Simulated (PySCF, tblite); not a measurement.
# CH₄BF₂O₂Si radical: geometry, infrared bands and EPR parameters

What infrared bands and EPR parameters should CH₄BF₂O₂Si radical (`[O]CO[SiH2]B(F)F`) show?

The runs use tblite 0.8.0 and PySCF 2.14.0, with density-fitted response routines of our own; the level of theory stands in each step. All values are computed, except where a source is named. Atoms are numbered from 0 throughout.

## 1. The molecule as given

11 atoms, charge 0, multiplicity 2; geometry from: force field or distance geometry start.

Bonds of the start (Å): O0–C1 1.40, C1–O2 1.39, O2–Si3 1.74, Si3–B4 1.94, B4–F5 1.44, B4–F6 1.45, C1–H7 1.11, C1–H8 1.13, Si3–H9 1.48, Si3–H10 1.46.

## 2. Relaxing the molecule with GFN2-xTB

What the job is given:

```
{"job": {"kind": "relax", "xc": "GFN2-xTB", "basis": "xTB"}, "charge": 0, "multiplicity": 2}
O      2.893600    -0.814200    -0.865800
C      1.915200    -0.093500    -0.165500
O      0.656300    -0.572000    -0.520400
Si    -0.550300     0.326700     0.349600
B     -2.313100    -0.323200    -0.127600
F     -2.669100    -1.705500     0.081100
F     -3.270000     0.587000    -0.727500
H      2.043300     0.985200    -0.403500
H      2.111900    -0.259000     0.931900
H     -0.359100     0.121900     1.807500
H     -0.453300     1.749200     0.033300
```

Command:

```console
$ OMP_NUM_THREADS=1 python probes_run.py task.json out
```

One launch serves the whole session: the jobs run in the order shown.

The log of the run:

```text
step      E/eV     max force
  0    -673.11160    4.632
  1    -673.99322    2.374
  2    -674.20272    2.014
  3    -674.28862    1.065
  4    -674.34971    0.408
  5    -674.36711    0.446
  6    -674.38206    0.379
  7    -674.39319    0.254
  8    -674.40355    0.318
  9    -674.41024    0.296
 10    -674.41462    0.196
 11    -674.41881    0.181
 12    -674.42269    0.210
 13    -674.42581    0.225
 14    -674.42774    0.139
 15    -674.42919    0.164
 16    -674.43139    0.198
 17    -674.43466    0.225
 18    -674.43844    0.258
 19    -674.44180    0.202
 20    -674.44495    0.143
 21    -674.44785    0.170
 22    -674.45035    0.191
 23    -674.45230    0.145
 24    -674.45365    0.139
 25    -674.45492    0.112
 26    -674.45639    0.149
 27    -674.45767    0.127
 28    -674.45834    0.061
 29    -674.45867    0.050
 30    -674.45904    0.092
 31    -674.45976    0.151
 32    -674.46095    0.189
 33    -674.46239    0.157
 34    -674.46348    0.088
 35    -674.46414    0.064
 36    -674.46463    0.089
 37    -674.46513    0.086
 38    -674.46555    0.049
 39    -674.46580    0.045
 40    -674.46593    0.027
 41    -674.46600    0.024
 42    -674.46604    0.014
 43    -674.46606    0.013
 44    -674.46608    0.015
 45    -674.46610    0.019
 46    -674.46614    0.016
 47    -674.46618    0.021
 48    -674.46622    0.018
 49    -674.46626    0.018
 50    -674.46632    0.020
 51    -674.46638    0.021
 52    -674.46646    0.031
 53    -674.46658    0.037
 54    -674.46679    0.054
 55    -674.46714    0.072
 56    -674.46767    0.095
 57    -674.46840    0.087
 58    -674.46928    0.086
 59    -674.47012    0.077
 60    -674.47050    0.127
 61    -674.46780    0.324
 62    -674.47113    0.070
 63    -674.47132    0.037
 64    -674.47151    0.078
 65    -674.47169    0.040
 66    -674.47183    0.037
 67    -674.47243    0.074
 68    -674.47283    0.068
 69    -674.47333    0.071
 70    -674.47376    0.062
 71    -674.47434    0.057
 72    -674.47458    0.053
 73    -674.47486    0.095
 74    -674.47518    0.056
 75    -674.47540    0.052
 76    -674.47549    0.027
 77    -674.47552    0.026
 78    -674.47560    0.026
 79    -674.47570    0.034
 80    -674.47582    0.025
 81    -674.47590    0.035
 82    -674.47596    0.027
 83    -674.47599    0.016
 84    -674.47604    0.013
 85    -674.47610    0.019
 86    -674.47621    0.026
 87    -674.47641    0.032
 88    -674.47680    0.037
 89    -674.47673    0.185
 90    -674.47721    0.251
 91    -674.47787    0.109
 92    -674.47832    0.124
 93    -674.47858    0.083
 94    -674.47903    0.057
 95    -674.47936    0.101
 96    -674.47977    0.034
 97    -674.47993    0.024
 98    -674.48001    0.022
 99    -674.48004    0.015
100    -674.48007    0.008
```

Run time: 0.59 s. Hardware: 1 thread of Arm Neoverse V1, shared host; peak memory 0.18 GiB.

Relaxation path: (not every step is listed)

```csv
step,energy from step 0 (eV),largest force (eV/Å)
0,0.0000,4.6316
1,-0.8816,2.3740
2,-1.0911,2.0141
3,-1.1770,1.0649
4,-1.2381,0.4078
5,-1.2555,0.4457
6,-1.2705,0.3791
7,-1.2816,0.2539
8,-1.2920,0.3178
16,-1.3198,0.1978
24,-1.3421,0.1387
32,-1.3494,0.1887
40,-1.3543,0.0266
48,-1.3546,0.0185
56,-1.3561,0.0953
64,-1.3599,0.0781
72,-1.3630,0.0532
80,-1.3642,0.0254
88,-1.3652,0.0372
95,-1.3678,0.1012
96,-1.3682,0.0337
97,-1.3683,0.0244
98,-1.3684,0.0217
99,-1.3684,0.0153
100,-1.3685,0.0081
```

Close pairs (by a distance rule), those that changed most:

```csv
bond,before (Å),after (Å),change (Å)
O0–C1,1.403,1.270,-0.133
B4–F5,1.443,1.312,-0.130
B4–F6,1.451,1.321,-0.130
O2–Si3,1.738,1.626,-0.112
Si3–B4,1.938,1.974,+0.036
C1–H7,1.112,1.128,+0.016
Si3–H10,1.460,1.475,+0.014
Si3–H9,1.485,1.476,-0.009
```

The end geometry stands in the next job.

## 3. Vibrational analysis with GFN2-xTB

What the job is given:

```
{"job": {"kind": "ir", "xc": "GFN2-xTB", "basis": "xTB"}, "charge": 0, "multiplicity": 2}
O      2.648972    -0.981400    -0.956672
C      1.977455    -0.244473    -0.169988
O      0.598864    -0.452631    -0.125147
Si    -0.627902     0.485633     0.383614
B     -2.286259    -0.404686    -0.211883
F     -2.385819    -1.560113    -0.825672
F     -3.466406     0.142746     0.017393
H      2.161965     0.855331    -0.339550
H      2.342318    -0.338819     0.895175
H     -0.523132     0.643478     1.847440
H     -0.434632     1.857605    -0.121506
```

The log of the run:

```text
mode    cm-1     km/mol
  1      -4.8     21.14
  2      33.3      8.03
  3      45.0      0.76
  4      69.7      6.35
  5     179.3     12.72
  6     244.8      0.56
  7     282.9     42.82
  8     375.0     27.97
  9     458.5     23.47
 10     527.5     16.20
 11     584.3     17.37
 12     624.6     36.32
 13     706.6     27.00
 14     745.9    111.98
 15     827.9     96.16
 16     839.4    133.15
 17     962.6     34.89
 18    1106.3     24.16
 19    1206.3    289.90
 20    1217.0    345.84
 21    1254.9    243.46
 22    1268.1    106.69
 23    1356.5    115.33
 24    2147.0    355.05
 25    2191.9    147.89
 26    2439.0     26.64
 27    2551.0     31.93
```

Run time: 0.3 s. Hardware: 1 thread of Arm Neoverse V1, shared host; peak memory 0.18 GiB.

Which atoms move in the most intense modes:

```csv
cm⁻¹,km/mol,atoms
746,112.0,"H9 22 %, C1 20 %, H10 19 %, H8 15 %"
839,133.2,"H10 49 %, H9 44 %"
1206,289.9,"H7 34 %, C1 26 %, H8 18 %, B4 12 %"
1217,345.8,"B4 56 %, F6 24 %"
1255,243.5,"B4 36 %, H7 27 %, H8 16 %, F5 13 %"
1356,115.3,"O0 41 %, C1 29 %, H7 15 %, H8 14 %"
2147,355.1,"H9 64 %, H10 32 %"
2192,147.9,"H10 65 %, H9 33 %"
```

## 4. EPR parameters: B3LYP/pcH-1

Settings changed since step 3:

```diff
@@ -1,2 +1,2 @@
-{"job": {"kind": "ir", "xc": "GFN2-xTB", "basis": "xTB"}, "charge": 0, "multiplicity": 2}
+{"job": {"kind": "epr", "basis": "pcH-1"}, "charge": 0, "multiplicity": 2}
 O      2.648972    -0.981400    -0.956672
```

With the program's defaults for keys left out, this is: UKS B3LYP, pcH-1 on B C F H O Si, non-relativistic, mean-field spin-orbit, GIAO.

The log of the run:

```text
UKS, coarse grid
  cycle   1  E = -704.82911492  |g| = 8.39e-01
  cycle   2  E = -704.16839139  |g| = 1.57e+00
  cycle   3  E = -705.07438266  |g| = 1.76e-01
  cycle   4  E = -705.07718227  |g| = 1.84e-01
  cycle   5  E = -705.08895633  |g| = 3.68e-02
  cycle   6  E = -705.08947729  |g| = 2.26e-02
  cycle   7  E = -705.08971301  |g| = 7.38e-03
  cycle   8  E = -705.08973826  |g| = 2.89e-03
  cycle   9  E = -705.08974145  |g| = 6.08e-04
UKS, final grid
  cycle   1  E = -705.08979123  |g| = 8.61e-04
  cycle   2  E = -705.08979090  |g| = 1.42e-03
  cycle   3  E = -705.08979147  |g| = 9.74e-05
  cycle   4  E = -705.08979148  |g| = 5.40e-05
  cycle   5  E = -705.08979148  |g| = 4.10e-05
  cycle   6  E = -705.08979148  |g| = 1.63e-05
E = -705.08979148 Eh   <S^2> = 0.7552 (exact 0.7500)
g shifts (ppm)      1          2          3
  rmc          -262       -262       -262
  gc            -10         20         46
  oz_so          17       5295      19272
  total        -255       5053      19055
hyperfine (MHz)  atom isotope    a_iso     a_fc   dipolar eigenvalues
    0   17O     -48.16     -46.03   -237.79    117.35    120.44
    1   13C     -63.28     -63.39     -7.94      2.69      5.26
    2   17O       7.18       7.33     -7.15      2.68      4.47
    3  29Si       1.00       1.00     -0.58      0.15      0.42
    4   11B       0.20       0.19     -0.24     -0.18      0.42
    5   19F       0.23       0.23     -0.68     -0.39      1.07
    6   19F      -0.40      -0.41     -0.47     -0.11      0.58
    7    1H     322.07     322.03     -7.87     -4.30     12.17
    8    1H     356.55     356.52     -8.29     -4.30     12.59
    9    1H       0.08       0.07     -1.11     -1.07      2.18
   10    1H      -1.37      -1.37     -1.38     -1.25      2.62
```

It took 59 s on 1 thread of Arm Neoverse V1, shared host; peak memory 0.82 GiB.

Principal g values 2.00206, 2.00737, 2.02137; g(iso) = 2.01027, against 2.00232 for a free electron.

Mean a(iso) over the nuclei that a row names, and the largest dipolar term of the row (other rows stand at the frozen geometry):

```csv
nuclei,isotope,a(iso) (MHz),"a(iso) (G, at g = 2.0023)",largest dipolar term (MHz)
"H7, H8",1H,339.3,121.1,12.6
C1,13C,-63.3,-22.6,-7.9
O0,17O,-48.2,-17.2,-237.8
O2,17O,7.2,2.6,-7.1
Si3,29Si,1.0,0.4,-0.6
"H9, H10",1H,-0.6,-0.2,2.6
B4,11B,0.2,0.1,0.4
"F5, F6",19F,-0.1,0.0,1.1
```

Mulliken spin populations:

```csv
atom,value (e)
O0,0.77
C1,-0.09
O2,0.02
Si3,0.00
B4,0.00
F5,0.00
F6,0.00
H7,0.14
H8,0.16
H9,0.00
H10,0.00
```

In first order the couplings over 0.8 MHz of 1H give 3 distinct lines over 242.1 G, if the averaged nuclei exchange fast; the same motion can average rows kept apart here too.

The fields below are evaluated on a grid from the run's orbitals.

ELF in a plane through or near 7 of the atoms.

Values, 10 rows by 14 columns:
```
0.00 0.00 0.00 0.00 0.00 0.00 0.00 0.00 0.00 0.00 0.00 0.00 0.00 0.00
0.00 0.00 0.00 0.00 0.00 0.00 0.00 0.00 0.00 0.00 0.00 0.00 0.00 0.00
0.00 0.00 0.00 0.00 0.00 0.00 0.03 0.08 0.06 0.01 0.00 0.00 0.00 0.00
0.00 0.00 0.00 0.00 0.07 0.01 0.10 0.43 0.29 0.05 0.03 0.11 0.00 0.00
0.00 0.00 0.00 0.03 0.52 0.20 0.32 0.57 0.35 0.60 0.53 0.79 0.10 0.00
0.00 0.00 0.01 0.11 0.23 0.41 0.45 0.59 0.83 0.35 0.68 0.86 0.24 0.00
0.00 0.00 0.23 0.86 0.69 0.20 0.86 0.50 0.07 0.68 0.57 0.05 0.03 0.00
0.00 0.00 0.07 0.66 0.88 0.23 0.15 0.05 0.19 0.86 0.87 0.16 0.00 0.00
0.00 0.00 0.00 0.02 0.14 0.02 0.00 0.00 0.02 0.18 0.14 0.00 0.00 0.00
0.00 0.00 0.00 0.00 0.00 0.00 0.00 0.00 0.00 0.00 0.00 0.00 0.00 0.00
```
The map spans 12.1 Å across and 8.7 Å up, centred on the molecule. Atoms in the plane (x, y in Å): O0 (-2.6, -1.4), C1 (-2.0, -0.3), O2 (-0.6, -0.5), Si3 (0.6, 0.6), B4 (2.3, -0.5), F5 (2.4, -1.8), F6 (3.5, 0.1).

log10 of the density (e/Å³) in the same plane.

Ten even steps from '0' (-4.0) to '9' (1.9):
```
0000000000000000000000000000
0000000000000000000000000000
0000000000001111110000000000
0000000000011222221000000000
0000000011123334332100000000
0000001122223455443222100000
0000012233334555544333321000
0000012444444567654445542100
0000123455555579765567653200
0000124566666679766678764200
0000234679778766667878754200
0001345677678765567766543200
0001346776666654456765432100
0001346776555543467875421000
0001245665444333467875320000
0000234554332212356664310000
0000012333210000234443100000
0000000111000000012221000000
0000000000000000000000000000
0000000000000000000000000000
```
The map spans 12.1 Å across and 8.7 Å up, centred on the molecule. Atoms in the plane (x, y in Å): O0 (-2.6, -1.4), C1 (-2.0, -0.3), O2 (-0.6, -0.5), Si3 (0.6, 0.6), B4 (2.3, -0.5), F5 (2.4, -1.8), F6 (3.5, 0.1).

On the surface of density 0.002 e/bohr³ the electrostatic potential runs, from the 1st to the 99th percentile, from -1.30 V near O0 to 2.02 V near B4.

The spin density lies nearest to O0 68 %; H7, H8 about 13 % each.

## 5. Results

| quantity | value |
| --- | --- |
| strongest single infrared mode (GFN2-xTB) | 2147 cm⁻¹, 355 km/mol |
| zero-point energy (GFN2-xTB) | 34.7 kcal/mol |
| g(iso) (B3LYP) | 2.01027 |
| ⟨S²⟩ | 0.755 (exact 0.75) |
| largest a(iso) (averaged by class) | 1H on H7, H8, 339.3 MHz |
| potential on the surface of density 0.002 e/bohr³, 1st and 99th percentile | -1.30 V and 2.02 V |

In words: Relaxing lowered the energy by 1.368 eV in 100 steps; the close pair that moved most is O0–C1, from 1.403 to 1.270 Å. The lowest mode is slightly imaginary (5i cm⁻¹), a soft motion within the noise of the Hessian, so the minimum is not strictly shown. The strongest single mode, at 2147 cm⁻¹, moves mainly H9 and H10. Unscaled tight-binding wavenumbers are off by several per cent, some by more. Its intensities can rank the bands wrongly. O0 carries the largest spin population, 0.77 e. The isotropic g lies 8.0 ppt above the free-electron value. The conformer search (at its own cheap level) found a structure 62.1 kcal/mol lower, too far down for a turn about a bond: it may have other bonds, so these spectra needn't be the molecule's.
